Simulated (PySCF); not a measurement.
OBSiClH4, in a box:

```
O B Si Cl H
1.0
    12.00000    0.00000    0.00000
     0.00000   13.00000    0.00000
     0.00000    0.00000   14.00000
O B Si Cl H
1 1 1 1 4
Direct
  0.42205 0.61555 0.44045
  0.44916 0.51589 0.45030
  0.48286 0.45347 0.57947
  0.45574 0.43650 0.34699
  0.40796 0.63601 0.37533
  0.47306 0.53005 0.65787
  0.59799 0.41093 0.57881
  0.40418 0.36722 0.59780
```

Base run:

- Program: PySCF 2.14.0
- Functional: BHandHLYP
- Potentials or basis: 6-31g* (all-electron)
- k mesh: 1 × 1 × 1
- Occupations: fixed
- Spin: no spin polarisation

Its results: gap between the frontier levels 9.83 eV.

Task: After a change of settings the same cell gave: gap between the frontier levels 7.85 eV. Which change was it?
A. functional from BHandHLYP to wB97X
B. functional from BHandHLYP to SCAN0
C. functional from BHandHLYP to PBE

Result: B.

Caveats: this is a molecule in a periodic box at the Γ point, so its band gap is the HOMO-LUMO gap; the basis of atomic orbitals isn't converged, which shifts pressures, moduli and gaps.
